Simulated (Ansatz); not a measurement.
**Cu (Cu (111), 5 layers): a single-point run**

Aim: a sound single-point run of Cu (Cu (111), 5 layers). The structure is shown as the input types it.

Computed with Ansatz 0.2.0 (DFT, PBE, PAW with Ansatz's default frozen-core files, scalar-relativistic, unless a step's input says otherwise).

## 1. The system as given

It takes space group P-3m1 (No. 164, trigonal). Conventional cell: a = 2.567 Å, b = 2.567 Å, c = 24.382 Å, α = 90.00°, β = 90.00°, γ = 120.00°. Cu (site symmetry 3m) has 9 Cu at 2.57 Å as nearest neighbours. Cu (site symmetry 3m) has 12 Cu at 2.57 Å as nearest neighbours. Around Cu (site symmetry -3m) lie 12 Cu at 2.57 Å.

Structure file:

```
CELL_PARAMETERS angstrom
2.56651 0.00000 0.00000
-1.28326 2.22267 0.00000
0.00000 0.00000 24.38220
ATOMIC_POSITIONS crystal
Cu 0.83333 0.16667 0.32811
Cu 0.16667 0.83333 0.41405
Cu 0.50000 0.50000 0.50000
Cu 0.83333 0.16667 0.58595
Cu 0.16667 0.83333 0.67189
```

## 2. The calculation

The input, input.yaml:

```yaml
crystal:
  lattice:
    - [2.5665139635, 0.0, 0.0]
    - [-1.2832569818, 2.2226662916, 0.0]
    - [0.0, 0.0, 24.3822]
  atoms:
    - { symbol: Cu, position: [0.833333333, 0.166666667, 0.3281082204], spin: 2.0 }
    - { symbol: Cu, position: [0.166666667, 0.833333333, 0.41405411] }
    - { symbol: Cu, position: [0.5, 0.5, 0.5] }
    - { symbol: Cu, position: [0.833333333, 0.166666667, 0.58594589] }
    - { symbol: Cu, position: [0.166666667, 0.833333333, 0.6718917796] }
kpoints:
  mp_grid: { grid: [15, 15, 1] }
scf:
  occupations: { method: fermi_dirac, width: 0.1 }
  max_iter: 60
hamiltonian:
  xc: pbe
  pseudopotentials: { kind: paw }
output:
  forces: true
  stress: true
  eigenvalues: true
  populations: true
efield:
  axis: 3
  amplitude: 0
  dipole_correction: true
```

Run with:

```sh
ansatz run input.yaml --threads 2 --pin off --max-ram 4096MiB --backend cpu --events-out ev --progress --plain --runs-dir out
```

**Question.** How will this run end, and is anything wrong with its input?

The run ended at the input check. The line that matters: «inconsistent input (magnetization.spin_polarized): false but per-atom `spin:`, `per_species`, `initial_magnetization`, `magnetic_field`, or `spin_locking` is set»

The atoms carry spins in the input while the run has one spin channel.

The cure: switch spin polarisation on, or remove the moments.
